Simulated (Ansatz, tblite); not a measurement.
Zn$_{4}$Se$_{3}$S: GFN1-xTB, run from Python

These are simulated results from tblite 0.8.0, not measurements. The cell was built from a prototype and was relaxed with r2SCAN in plane waves (Ansatz 0.2.0). It may be hypothetical. All runs are without spin polarisation.

It is cubic, P-43m (No. 215); a = 5.596 Å in the conventional setting, 21.90 Å³ an atom. S has 4 Zn at 2.36 Å; Zn has 1 S at 2.36 Å and 3 Se at 2.44 Å; Se has 4 Zn at 2.44 Å.

tblite solves periodic systems at the zone centre alone, so the script builds a cluster of 2×2×2 conventional cells (64 atoms), which folds in a coarse mesh of k points.

The script, run.py:

```python
import json
from ase import Atoms
from ase.build import make_supercell
from ase.units import Bohr, GPa, Hartree
from tblite.interface import Calculator

atoms = Atoms(['S', 'Zn', 'Se', 'Zn', 'Se', 'Zn', 'Se', 'Zn'],
              cell=[[5.59567304, 0.0, 0.0], [0.0, 5.59567304, 0.0], [0.0, 0.0, 5.59567304]],
              scaled_positions=[[0.0, 0.0, 0.0], [0.756476408, 0.756476408, 0.756476408], [0.5, 0.5, 0.0], [0.243523592, 0.243523592, 0.756476408], [0.5, 0.0, 0.5], [0.243523592, 0.756476408, 0.243523592], [0.0, 0.5, 0.5], [0.756476408, 0.243523592, 0.243523592]],
              pbc=True)
cluster = make_supercell(atoms, [[2, 0, 0], [0, 2, 0], [0, 0, 2]])
calc = Calculator('GFN1-xTB', cluster.numbers, cluster.positions / Bohr, lattice=cluster.cell[:] / Bohr, periodic=cluster.pbc)
calc.set('temperature', 0.02 / Hartree)
calc.set('max-iter', 150)
res = calc.singlepoint()
levels = res.get('orbital-energies') * Hartree
nv = round(res.get('orbital-occupations').sum() / 2)
cells = len(cluster) // len(atoms)
out = {'energy_per_cell': res.get('energy') * Hartree / cells, 'homo': levels[nv - 1], 'lumo': levels[nv],
       'stress': (-res.get('virial') * Hartree / cluster.get_volume() / GPa).tolist(), 'charges': res.get('charges')[:len(atoms)].tolist(), 'electrons': 2 * nv / cells}
json.dump(out, open('results.json', 'w'))
for key, value in out.items():
    print(key, value)
```

Command: `python run.py`. It took 3.3 s on 1 thread of Arm Neoverse V1, on a shared host, peak memory 0.12 GiB.

Output:

```
------------------------------------------------------------
  cycle        total energy    energy error   density error
------------------------------------------------------------
      1     -137.1677883827  -1.3685755E+02   6.6009151E-01
      2     -138.3114172285  -1.1436288E+00   3.1019120E-01
      3     -138.5192787168  -2.0786149E-01   2.0203240E-01
      4     -138.6606655249  -1.4138681E-01   1.9127492E-02
      5     -138.6645417790  -3.8762541E-03   3.4262188E-03
      6     -138.6646778513  -1.3607230E-04   1.1230783E-03
      7     -138.6646892287  -1.1377427E-05   2.9070783E-04
      8     -138.6646901958  -9.6704937E-07   1.0952030E-04
      9     -138.6646903165  -1.2066207E-07   7.6729894E-06
------------------------------------------------------------

 total:                                   2.547 sec
energy_per_cell -471.65730201880945
homo -10.761760045898793
lumo -10.761760039798231
stress [[6.821895307510198, -1.1939075807513266e-06, -1.1939075725030212e-06], [-1.193907580685207e-06, 6.821895307510184, -1.1939075537376127e-06], [-1.1939075725529531e-06, -1.1939075540699776e-06, 6.821895307510137]]
charges [-0.29956077587370855, 0.16942720998755045, -0.12609626634026666, 0.16946033503746205, -0.12609626634022555, 0.1694603350374686, -0.12609626634024576, 0.16946033503746383]
electrons 32.0
```

The cycle table is in hartree for the whole cluster, and the lines after it are in eV (the energy for one cell). The printed stress is in GPa and positive in compression, and the pressure is its mean diagonal.

GFN1-xTB gives no gap at the points read. On the same cell, plane-wave PBE (Ansatz, 6×6×6 k points and the special points) gives a gap of 1.45 eV and r2SCAN a gap of 2.02 eV; on shared hosts these took about 29 and 60 core-seconds on the 8-atom cell, against 3.3 for the script. Semilocal gaps usually lie below measured ones. This method closes a gap that PBE finds, a failure in kind.

The same script was run on cells scaled at fixed shape and fractional coordinates:

```csv
volume (Å³/atom),energy (meV/atom),"pressure (GPa, positive in compression)",gap (eV)
19.27,202.9,19.29,0.00
20.59,76.2,12.03,0.00
21.90,0.0,6.82,0.00
23.22,-39.5,2.99,0.00
24.53,-51.8,0.13,0.00
```

The minimum lies beyond the largest of these volumes.

xTB was fitted mostly to molecules, and a small cluster samples few k points, so gaps, pressures and kinks along a curve can be far from a solid's.

Spin-orbit coupling is left out.
